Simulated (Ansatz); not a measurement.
Predict the output of the script below (the Python package of Ansatz (0.2.0)).

`POSCAR`
```text
LaH3
1.0
   0.00000000    2.78647945    2.78647945
   2.78647945    0.00000000    2.78647945
   2.78647945    2.78647945    0.00000000
La H
1 3
Direct
   0.00000000    0.00000000    0.00000000
   0.50000000    0.50000000    0.50000000
   0.75000000    0.75000000    0.75000000
   0.25000000    0.25000000    0.25000000
```

The script, `lah3_xc.py`:
```python
import csv

import ansatz as az
from ase.io import read


def main() -> None:
    atoms = read("POSCAR", format="vasp")
    system = az.Crystal.from_ase(atoms)

    setup = (
        system.calculation()
        .basis(320, density_ratio=4)
        .kpoints(spacing=0.38)
        .occupations("methfessel_paxton", width=0.05)
        .scf(tolerance=1e-09)
        .forces()
        .stress()
    )

    rows = []
    for value in ["blyp", "lda", "pbesol"]:
        r = setup.functional(value).run(threads=1, backend="cpu").report
        rows.append((value, r["free_energy_ev"] / len(r["lattice"]["sites"]), r["n_iterations"], sum(r["stress_gpa"][i][i] for i in range(3)) / 3, max(abs(f) for row in r["forces_ev_ang"] for f in row), r["n_kpoints"]))

    with open("xc.csv", "w", newline="") as handle:
        writer = csv.writer(handle)
        writer.writerow(["functional", "F/atom (eV)", "iterations", "P (GPa)", "max component (eV/A)", "k-points"])
        writer.writerows([round(v, 5) if isinstance(v, float) else v for v in row] for row in rows)
    print(open("xc.csv").read())


if __name__ == "__main__":
    main()
```

```console
$ python lah3_xc.py
DeckWarning: basis.ecutwfc = 320 eV is below the records' recommended 420 eV, and the density's cutoff is lower with it unless basis.ecutrho_ratio is high enough to keep the records' density cutoff: compare with a run at a higher cutoff
DeckWarning: basis.ecutrho_ratio = 4 (ecutrho = 1280 eV) is below the records' recommended 1680 eV
DeckWarning: output.stress: scf.convergence.dr2_threshold = 1e-9 eV is looser than the 4e-10 eV advised for a printed stress (1e-10 eV for each atom of the cell: 4). What an SCF threshold leaves in a stress goes as its square root, and in the free energy as the threshold itself, and one threshold admits the most on a [...]
functional,F/atom (eV),iterations,P (GPa),max component (eV/A),k-points
blyp,-1579.69898,7,3.43982,0.0,16
lda,-1531.36585,7,-4.57082,0.0,16
pbesol,-1552.65392,7,-3.00433,0.0,16
```
(Warnings from the package without file and line, shortened.)

The cutoff lies under the one recommended for these potentials. Under the recommended cutoff a pressure can be off by several GPa, even in sign. BLYP can be off by several per cent in the lattices of metals, and by several GPa in the pressure at a fixed cell. Forces vanish by symmetry here and test nothing. Pressure is positive in compression. This cell is a computed structure, which may not be the phase found in nature. Total energies of different functionals can't be compared; pressures, moments and gaps at this one structure can. Run time: 2.3 s on 1 thread of Arm Neoverse V2, with other jobs on the host, peak memory 0.4 GiB.

(Lines on the test bed's own set-up are left out of the output.)
